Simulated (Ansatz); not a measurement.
# FeRu: the cost of one run

Program: Ansatz 0.2.0. Level of theory: DFT, LDA, PAW with Ansatz's default frozen-core files, scalar-relativistic. These are calculated values, not measurements.

### 1 The system as given

It takes space group P-6m2 (No. 187, hexagonal). Conventional cell: a = 2.643 Å, b = 2.643 Å, c = 4.070 Å, α = 90.00°, β = 90.00°, γ = 120.00°. Fe (site symmetry -6m2) is surrounded by 6 Ru at 2.54 Å and 6 Fe at 2.64 Å. Around Ru (site symmetry -6m2) lie 6 Fe at 2.54 Å and 6 Ru at 2.64 Å.

Coordinates:

```
Fe Ru
1.0
     2.64280    0.00000    0.00000
    -1.32140    2.28873    0.00000
     0.00000    0.00000    4.07023
Fe Ru
1 1
Direct
  0.00000 0.00000 0.50000
  0.66667 0.33333 0.00000
```

Atoms are numbered in the order of the input: Fe1, Ru2.

### 2 Free moments from the typed start, PAW

File input.yaml:

```yaml
crystal:
  lattice:
    - [2.6428014205, 0.0, 0.0]
    - [-1.3214007102, 2.2887331673, 0.0]
    - [0.0, 0.0, 4.070227]
  atoms:
    - { symbol: Fe, position: [0.0, 0.0, 0.5], spin: 3.0 }
    - { symbol: Ru, position: [0.6666666667, 0.3333333333, 0.0], spin: 1.5 }
magnetization:
  spin_polarized: true
kpoints:
  mp_grid: { grid: [12, 12, 7] }
scf:
  occupations: { method: fermi_dirac, width: 0.05 }
hamiltonian:
  xc: lda
  pseudopotentials: { kind: paw }
output:
  forces: true
  stress: true
  eigenvalues: true
  populations: true
```

Started as:

```sh
> ansatz run input.yaml --threads 1 --pin off --max-ram 3072MiB --backend cpu --events-out ev --progress --plain --runs-dir out
```

What time and memory should one allow on 1 thread of Arm Neoverse V2, shared host?

About 14 s, with a peak of 0.38 GiB.
